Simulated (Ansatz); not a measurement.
**C₂H₇O₂Si radical: one species, many methods**

The task here is to estimate one member of a computed series from the others.

Method: functionals in def2-TZVPP, the program's frozen cores in correlated methods; program: Ansatz 0.2.0, Gaussian basis.

The runs, in order: PBE-D4, r2SCAN-D4, PBE0-D4, B3LYP-D4, ωB97X-V, ωB97M-V, B2PLYP; CCSD(T)/def2-TZVPP; MP2/def2-QZVPP; extrapolation to the limit.

### Structure used throughout

The geometry comes from an earlier relaxation with PBE0-D4 in a triple-zeta def2 set; it is a stationary point, not always the lowest conformer.

SMILES `CO[SiH]OC`, 12 atoms, charge 0, spin multiplicity 2.

Atoms are counted from 1 here; the program's logs count them from 0.

Bond lengths: C1–O2 1.408 Å, C1–H6 1.096 Å, C1–H7 1.092 Å, C1–H8 1.094 Å, O2–Si3 1.645 Å, Si3–O4 1.629 Å, Si3–H9 1.508 Å, O4–C5 1.414 Å, C5–H10 1.093 Å, C5–H11 1.095 Å, C5–H12 1.091 Å. Angles: O2–C1–H6 111.8°, O2–C1–H7 108.3°, O2–C1–H8 111.0°, H6–C1–H7 108.4°, H6–C1–H8 108.7°, H7–C1–H8 108.5°, C1–O2–Si3 124.2°, O2–Si3–O4 107.5°, O2–Si3–H9 107.2°, O4–Si3–H9 111.5°, Si3–O4–C5 125.7°, O4–C5–H10 111.2°, O4–C5–H11 110.9°, O4–C5–H12 108.1°, H10–C5–H11 108.9°, H10–C5–H12 109.0°, H11–C5–H12 108.7°.

Set-up of the first run:

Contents of in.yaml:

```yaml
crystal:
  periodic: [false, false, false]
  atoms:
    - {symbol: C, position_ang: [0.050540, -0.533190, -2.167041]}
    - {symbol: O, position_ang: [-0.401599, -0.395193, -0.840472]}
    - {symbol: Si, position_ang: [0.298915, -1.127370, 0.455238]}
    - {symbol: O, position_ang: [-0.268599, -0.397490, 1.797020]}
    - {symbol: C, position_ang: [-0.452214, 0.994686, 1.964560]}
    - {symbol: H, position_ang: [1.145086, -0.561598, -2.223994]}
    - {symbol: H, position_ang: [-0.302713, 0.325558, -2.740837]}
    - {symbol: H, position_ang: [-0.347698, -1.444282, -2.623952]}
    - {symbol: H, position_ang: [1.789272, -0.946757, 0.316549]}
    - {symbol: H, position_ang: [-1.066096, 1.411649, 1.162003]}
    - {symbol: H, position_ang: [0.510455, 1.516810, 1.982174]}
    - {symbol: H, position_ang: [-0.955359, 1.157198, 2.918753]}
basis:
  gaussian: {orbitals: def2-TZVPP}
magnetization: {spin_polarized: true, initial_magnetization: 1}
hamiltonian: {xc: pbe, dispersion: d4}
output: {forces: true, orbitals: {seedname: orbitals}}
```

Command:

```sh
$ ansatz run in.yaml --threads 2 --pin off --events-out ev --progress --plain --max-ram 22528MiB --backend cpu
```

Among the steps run: PBE-D4 (GGA); r2SCAN-D4 (meta-GGA); PBE0-D4 (hybrid); B3LYP-D4 (hybrid); ωB97X-V (range-separated); ωB97M-V (range-separated); B2PLYP (double hybrid); CCSD(T) in def2-TZVPP; MP2 in def2-QZVPP.

One table of the session follows, with a row left open; its other results are not shown here.

It belongs to the step «Atomisation energies». 

```
            method  atomisation energy (eV)
            PBE-D4                   47.157
         r2SCAN-D4                   46.552
           PBE0-D4                   46.267
          B3LYP-D4                   46.398
           ωB97X-V                   46.462
           ωB97M-V                   46.419
            B2PLYP                   45.910
     HF/def2-TZVPP                   33.782
    MP2/def2-TZVPP                        ?
   CCSD/def2-TZVPP                   44.539
CCSD(T)/def2-TZVPP                   45.165
           MP2/CBS                   47.181
       CCSD(T)/CBS                   46.392
```

Q: Estimate the row for MP2/def2-TZVPP from the others.

As computed: atomisation energy (eV): 45.955. In the column «atomisation energy (eV)» it lies between B2PLYP (45.910) and PBE0-D4 (46.267).

Limits of these values: Free atoms (2 C, 2 O, 1 Si, 7 H) were run apart at each level; the atomisation energy is their sum less the molecule, without zero-point or spin-orbit terms.
